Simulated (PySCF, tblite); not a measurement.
**C2H6AsB2O radical: geometry, infrared bands and EPR parameters**

Aim: predict the infrared bands and EPR parameters of C2H6AsB2O radical (`[BH]OB([AsH2])C=C`).

Computed with tblite 0.8.0 and PySCF 2.14.0, with density-fitted response routines of our own, on a single molecule in the gas phase. Atoms count from 0, in the outputs and in this text.

## Step 1: Starting geometry

12 atoms, charge 0, multiplicity 2; geometry from: force field or distance geometry start.

Bonds of the start (Å): B0–O1 1.45, O1–B2 1.46, B2–As3 1.99, B2–C4 1.59, C4–C5 1.33, B0–H6 1.19, As3–H7 1.54, As3–H8 1.54, C4–H9 1.09, C5–H10 1.09, C5–H11 1.09.

## Step 2: Relaxing the molecule with GFN2-xTB

Job settings and geometry (Å):

```
{"job": {"kind": "relax", "xc": "GFN2-xTB", "basis": "xTB"}, "charge": 0, "multiplicity": 2}
B      0.769400     2.221500    -0.833900
O      0.218300     1.038500    -1.454700
B      0.309900    -0.143700    -0.604400
As     1.883100    -0.754700     0.449600
C     -1.065700    -0.883400    -0.319300
C     -1.906900    -0.474200     0.619400
H      0.195000     2.819100     0.024800
H      2.828300    -1.734200    -0.267700
H      2.583200     0.318500     1.305300
H     -1.277300    -1.744300    -0.952700
H     -1.714700     0.381500     1.259400
H     -2.821400    -1.045300     0.748200
```

On the command line:

```sh
OMP_NUM_THREADS=1 python probes_run.py task.json out
```

The driver reads the jobs from task.json and runs them one after another.

Log:

```text
step      E/eV     max force
  0    -437.76317    4.286
  1    -438.39798    2.989
  2    -438.85002    7.266
  3    -439.27655    2.644
  4    -439.57133    1.173
  5    -439.79027    1.972
  6    -439.91054    1.498
  7    -440.19377    1.126
  8    -440.24670    0.753
  9    -440.30889    0.685
 10    -440.34027    0.612
 11    -440.37375    0.522
 12    -440.40214    0.589
 13    -440.43226    0.634
 14    -440.46367    0.619
 15    -440.49276    0.521
 16    -440.51279    0.443
 17    -440.53016    0.303
 18    -440.54330    0.300
 19    -440.55578    0.324
 20    -440.56751    0.284
 21    -440.57960    0.378
 22    -440.58926    0.329
 23    -440.59606    0.214
 24    -440.60246    0.251
 25    -440.60843    0.272
 26    -440.61428    0.287
 27    -440.62096    0.247
 28    -440.62655    0.283
 29    -440.63376    0.305
 30    -440.64386    0.265
 31    -440.65252    0.200
 32    -440.65839    0.304
 33    -440.66398    0.264
 34    -440.66964    0.234
 35    -440.67543    0.252
 36    -440.68098    0.194
 37    -440.68502    0.171
 38    -440.68745    0.152
 39    -440.68959    0.117
 40    -440.69202    0.156
 41    -440.69451    0.141
 42    -440.69723    0.160
 43    -440.69967    0.152
 44    -440.70235    0.135
 45    -440.70568    0.146
 46    -440.70897    0.155
 47    -440.71166    0.127
 48    -440.71400    0.124
 49    -440.71688    0.233
 50    -440.72163    0.330
 51    -440.72915    0.351
 52    -440.73674    0.337
 53    -440.74523    0.350
 54    -440.75348    0.387
 55    -440.76745    0.527
 56    -440.78377    0.472
 57    -440.80214    0.350
 58    -440.81383    0.427
 59    -440.82247    0.772
 60    -440.83694    0.494
 61    -440.84947    0.390
 62    -440.86284    0.412
 63    -440.87614    0.361
 64    -440.88062    0.359
 65    -440.88836    0.429
 66    -440.89492    0.245
 67    -440.90191    0.207
 68    -440.91324    0.290
 69    -440.92322    0.235
 70    -440.93201    0.225
 71    -440.93603    0.145
 72    -440.93792    0.169
 73    -440.93949    0.155
 74    -440.94318    0.125
 75    -440.94546    0.197
 76    -440.94819    0.176
 77    -440.94980    0.108
 78    -440.95110    0.088
 79    -440.95221    0.098
 80    -440.95369    0.122
 81    -440.95522    0.165
 82    -440.95637    0.124
 83    -440.95730    0.089
 84    -440.95815    0.087
 85    -440.95893    0.110
 86    -440.95945    0.058
 87    -440.95976    0.062
 88    -440.96001    0.051
 89    -440.96040    0.060
 90    -440.96100    0.084
 91    -440.96186    0.090
 92    -440.96284    0.089
 93    -440.96365    0.074
 94    -440.96409    0.039
 95    -440.96427    0.028
 96    -440.96435    0.025
 97    -440.96440    0.030
 98    -440.96448    0.032
 99    -440.96462    0.034
100    -440.96486    0.043
101    -440.96516    0.059
102    -440.96547    0.079
103    -440.96575    0.079
104    -440.96605    0.058
105    -440.96633    0.031
106    -440.96649    0.022
107    -440.96654    0.014
108    -440.96655    0.011
109    -440.96657    0.009
```

It took 0.58 s on 1 thread of Arm Neoverse V1, shared host; peak memory 0.18 GiB.

Step by step: (not every step is listed)

```tsv
step	energy from step 0 (eV)	largest force (eV/Å)
0	0.0000	4.2861
1	-0.6348	2.9887
2	-1.0868	7.2661
3	-1.5134	2.6438
4	-1.8082	1.1727
5	-2.0271	1.9720
6	-2.1474	1.4980
7	-2.4306	1.1257
8	-2.4835	0.7526
17	-2.7670	0.3030
26	-2.8511	0.2866
35	-2.9123	0.2519
44	-2.9392	0.1346
53	-2.9821	0.3504
62	-3.0997	0.4117
71	-3.1729	0.1446
80	-3.1905	0.1218
89	-3.1972	0.0598
98	-3.2013	0.0324
104	-3.2029	0.0580
105	-3.2032	0.0308
106	-3.2033	0.0223
107	-3.2034	0.0136
108	-3.2034	0.0110
109	-3.2034	0.0092
```

Close pairs (by a distance rule), those that changed most:

```tsv
bond	before (Å)	after (Å)	change (Å)
B0–O1	1.445	1.230	-0.215
O1–B2	1.459	1.347	-0.112
B2–As3	1.990	2.052	+0.062
B2–C4	1.588	1.535	-0.053
B0–H6	1.193	1.149	-0.044
As3–H8	1.541	1.518	-0.023
As3–H7	1.539	1.517	-0.021
C4–C5	1.325	1.345	+0.019
```

The next job starts from the end point, and lists it.

## Step 3: Harmonic vibrations with GFN2-xTB

Job settings and geometry (Å):

```
{"job": {"kind": "ir", "xc": "GFN2-xTB", "basis": "xTB"}, "charge": 0, "multiplicity": 2}
B      0.416282     2.176746    -0.540693
O      0.411405     0.993646    -0.202898
B      0.392185    -0.324055     0.077250
As     2.195361    -1.298871     0.161370
C     -0.961316    -1.015499     0.291753
C     -2.166584    -0.431975     0.170992
H      0.483463     3.278231    -0.220596
H      2.600178    -0.873314    -1.237641
H      2.940085    -0.082150     0.679784
H     -0.955019    -2.068886     0.563981
H     -2.264422     0.609488    -0.099400
H     -3.090420    -0.964048     0.330070
```

Log:

```text
mode    cm-1     km/mol
  1      39.0      0.55
  2     105.8      0.31
  3     113.7      0.38
  4     140.0      1.08
  5     187.1      1.26
  6     281.2      8.98
  7     334.6      5.89
  8     358.2     96.87
  9     407.5    157.19
 10     499.2     19.50
 11     570.0     13.76
 12     574.9      1.43
 13     667.6     90.21
 14     705.0      8.31
 15     846.9     12.09
 16     919.9      3.13
 17     993.7      7.54
 18     995.1      9.38
 19    1015.6    161.05
 20    1142.7     17.78
 21    1294.5      1.29
 22    1404.8     21.50
 23    1556.8     67.80
 24    1680.7    126.00
 25    1793.2   1050.79
 26    1806.1    674.64
 27    2802.8     41.39
 28    2989.4     64.13
 29    3066.2     50.16
 30    3095.3     52.20
```

Run time: 0.3 s. Hardware: 1 thread of Arm Neoverse V1, shared host; peak memory 0.18 GiB.

The strongest bands and the atoms that carry them (share of the mass-weighted mode):

```tsv
cm⁻¹	km/mol	atoms
358	96.9	H6 47 %, B2 18 %, O1 16 %
408	157.2	O1 29 %, H6 28 %, B0 25 %
668	90.2	H7 48 %, H8 40 %
1016	161.1	H8 49 %, H7 48 %
1557	67.8	C5 40 %, C4 31 %, H10 12 %
1681	126.0	O1 47 %, B0 38 %
1793	1050.8	H7 68 %, H8 31 %
1806	674.6	H8 68 %, H7 30 %
```

## Step 4: g tensor and hyperfine couplings: B3LYP/def2-TZVP-core+pcH-1

Same as in step 3 but for these lines:

```diff
@@ -1,2 +1,2 @@
-{"job": {"kind": "ir", "xc": "GFN2-xTB", "basis": "xTB"}, "charge": 0, "multiplicity": 2}
+{"job": {"kind": "epr", "basis": "pcH-1"}, "charge": 0, "multiplicity": 2}
 B      0.416282     2.176746    -0.540693
```

With the program's defaults for keys left out, this is: UKS B3LYP, def2-TZVP-core on As, pcH-1 on B C H O, non-relativistic, mean-field spin-orbit, GIAO.

Log:

```text
UKS, coarse grid
  cycle   1  E = -2440.47733744  |g| = 1.44e+00
  cycle   2  E = -2439.42789525  |g| = 1.49e+00
  cycle   3  E = -2440.25021215  |g| = 7.72e-01
  cycle   4  E = -2440.66250973  |g| = 1.59e-01
  cycle   5  E = -2440.67232666  |g| = 8.65e-02
  cycle   6  E = -2440.67526802  |g| = 4.00e-02
  cycle   7  E = -2440.67624519  |g| = 1.94e-02
  cycle   8  E = -2440.67647299  |g| = 8.82e-03
  cycle   9  E = -2440.67652241  |g| = 3.80e-03
  cycle  10  E = -2440.67653325  |g| = 1.32e-03
  cycle  11  E = -2440.67653470  |g| = 1.17e-03
  cycle  12  E = -2440.67653561  |g| = 3.59e-04
UKS, final grid
  cycle   1  E = -2440.67655538  |g| = 3.46e-04
  cycle   2  E = -2440.67655539  |g| = 5.23e-04
  cycle   3  E = -2440.67655555  |g| = 1.20e-04
  cycle   4  E = -2440.67655557  |g| = 1.01e-04
  cycle   5  E = -2440.67655560  |g| = 3.82e-05
  cycle   6  E = -2440.67655560  |g| = 1.70e-05
E = -2440.67655560 Eh   <S^2> = 0.7588 (exact 0.7500)
g shifts (ppm)      1          2          3
  rmc           -85        -85        -85
  gc             17          1         -1
  oz_so       -2088       -742       -382
  total       -2156       -826       -469
hyperfine (MHz)  atom isotope    a_iso     a_fc   dipolar eigenvalues
    0   11B     197.61     197.70    -34.83    -30.76     65.60
    1   17O     -10.48     -10.50     -7.63      2.86      4.77
    2   11B      24.35      24.40    -14.95    -13.80     28.74
    3  75As       0.38      -0.53     -8.10      2.84      5.26
    4   13C     -17.71     -17.72     -9.69      4.40      5.29
    5   13C      15.05      15.06    -13.60    -12.29     25.89
    6    1H      37.91      37.93    -15.86      0.56     15.30
    7    1H      25.00      25.00     -1.60     -1.00      2.60
    8    1H      17.76      17.77     -1.44     -0.95      2.39
    9    1H       3.45       3.46     -1.73     -0.57      2.30
   10    1H     -10.68     -10.69     -4.23     -1.82      6.05
   11    1H     -11.40     -11.41     -6.88     -0.45      7.33
```

Wall time 2.6 min (1 thread of Arm Neoverse V1, shared host); peak memory 1.1 GiB.

Principal g values 2.00016, 2.00149, 2.00185; g(iso) = 2.00117, against 2.00232 for a free electron.

Hyperfine couplings; where a row names several nuclei, a(iso) is their mean (it holds for fast rotation or exchange) and the dipolar term the largest among them:

```tsv
nuclei	isotope	a(iso) (MHz)	a(iso) (G, at g = 2.0023)	largest dipolar term (MHz)
B0	11B	197.6	70.5	65.6
H6	1H	37.9	13.5	-15.9
B2	11B	24.4	8.7	28.7
H7, H8	1H	21.4	7.6	2.6
C4	13C	-17.7	-6.3	-9.7
C5	13C	15.0	5.4	25.9
H11	1H	-11.4	-4.1	7.3
H10	1H	-10.7	-3.8	6.1
O1	17O	-10.5	-3.7	-7.6
H9	1H	3.5	1.2	2.3
As3	75As	0.4	0.1	-8.1
```

Mulliken spin populations:

```tsv
atom	value (e)
B0	0.72
O1	-0.06
B2	0.28
As3	-0.03
C4	-0.10
C5	0.18
H6	0.00
H7	0.01
H8	0.01
H9	0.00
H10	-0.01
H11	-0.01
```

In first order the couplings over 0.8 MHz of 11B, 1H give 768 distinct lines over 275.5 G, if the averaged nuclei exchange fast.

The fields below are evaluated on a grid from the run's orbitals.

ELF in a plane through or near 10 of the atoms.

Ten even steps from ' ' (0.00) to '@' (1.00):
```
                                                        
                                                        
                    ..::..                              
                ..##@@@@%%--                            
                ==@@@@@@@@%%==                          
                --%%@@@@%%++::                          
                ..::..==..::--..  ..##%%++              
                  --**##%%%%##::  ##@@@@@@::            
                  --##**==####..  %%@@@@%%::            
            ..      --##%%##==....==++--**##%%**..      
          ::====--::++++--++--@@==%%**::@@@@@@@@**      
          ..--==--::++@@**::##%%++::**--##@@@@@@--      
          ..::--==**--++**::::++@@@@##..  ::==::        
          ..==++::++::++==    ++@@@@@@==                
          ::**%%%%%%%%%%**    ::@@@@@@==                
          ::**%%@@@@@@%%++      ..--::                  
            ..==**##**==..                              
                                                        
                                                        
                                                        
```
The map spans 11.7 Å across and 11.5 Å up, centred on the molecule. Atoms in the plane (x, y in Å): B0 (-0.9, 2.1), O1 (-0.6, 0.9), B2 (-0.3, -0.4), As3 (-1.9, -1.7), C4 (1.2, -0.8), C5 (2.2, 0.0), H6 (-1.1, 3.1), H9 (1.4, -1.9), H10 (2.1, 1.0), H11 (3.2, -0.4).

log10 of the density (e/Å³) in the same plane.

Values, 10 rows by 14 columns:
```
-4.0 -4.0 -4.0 -4.0 -4.0 -4.0 -4.0 -4.0 -4.0 -4.0 -4.0 -4.0 -4.0 -4.0
-4.0 -4.0 -4.0 -4.0 -3.0 -2.4 -2.4 -2.9 -3.8 -4.0 -4.0 -4.0 -4.0 -4.0
-4.0 -4.0 -4.0 -3.1 -1.7 -0.3 -0.4 -1.4 -2.7 -3.5 -3.9 -4.0 -4.0 -4.0
-4.0 -4.0 -4.0 -3.0 -1.6 -0.4  0.7 -0.8 -1.9 -1.6 -1.9 -3.0 -4.0 -4.0
-4.0 -4.0 -3.3 -2.6 -1.8 -0.2  1.6 -0.1 -1.2  0.1 -0.5 -1.7 -2.9 -4.0
-4.0 -3.4 -2.2 -1.2 -0.8 -0.6  0.9  0.1  0.2  0.4  0.2 -0.4 -2.0 -3.7
-4.0 -3.3 -2.0 -0.8  0.8  0.7 -0.5 -0.7  0.1 -0.4 -1.4 -1.8 -2.9 -4.0
-4.0 -3.6 -2.4 -1.3 -0.4 -0.4 -1.3 -1.9 -1.2 -1.4 -2.6 -3.8 -4.0 -4.0
-4.0 -4.0 -3.4 -2.5 -2.1 -2.1 -2.6 -3.2 -3.6 -3.7 -4.0 -4.0 -4.0 -4.0
-4.0 -4.0 -4.0 -4.0 -3.8 -3.7 -3.9 -4.0 -4.0 -4.0 -4.0 -4.0 -4.0 -4.0
```
The map spans 11.7 Å across and 11.5 Å up, centred on the molecule. Atoms in the plane (x, y in Å): B0 (-0.9, 2.1), O1 (-0.6, 0.9), B2 (-0.3, -0.4), As3 (-1.9, -1.7), C4 (1.2, -0.8), C5 (2.2, 0.0), H6 (-1.1, 3.1), H9 (1.4, -1.9), H10 (2.1, 1.0), H11 (3.2, -0.4).

On the surface of density 0.002 e/bohr³ the electrostatic potential runs, from the 1st to the 99th percentile, from -0.74 V near As3 to 1.41 V near B0.

The spin density lies nearest to B0 47 %; B2 17 %; C5 9 %; H6 9 %.

## Step 5: What came out

| quantity | value |
| --- | --- |
| strongest single infrared mode (GFN2-xTB) | 1793 cm⁻¹, 1051 km/mol |
| zero-point energy (GFN2-xTB) | 46.3 kcal/mol |
| g(iso) (B3LYP) | 2.00117 |
| ⟨S²⟩ | 0.759 (exact 0.75) |
| largest a(iso) (averaged by class) | 11B on B0, 197.6 MHz |
| surface potential, 1st and 99th percentile | -0.74 V and 1.41 V |

What this shows: The optimisation took 109 steps and gained 3.203 eV; among the close pairs (by a distance rule), B0–O1 changed most, from 1.445 to 1.230 Å. All 30 modes are real, so the xTB geometry is a minimum. The strongest single mode, at 1793 cm⁻¹, moves mainly H7. Unscaled tight-binding wavenumbers are off by several per cent, some by more. Its intensities can rank the bands wrongly. B0 carries the largest spin population, 0.72 e. The isotropic g lies 1.1 ppt below the free-electron value. The hyperfine terms hold no scalar relativity, which the heavier nuclei need.
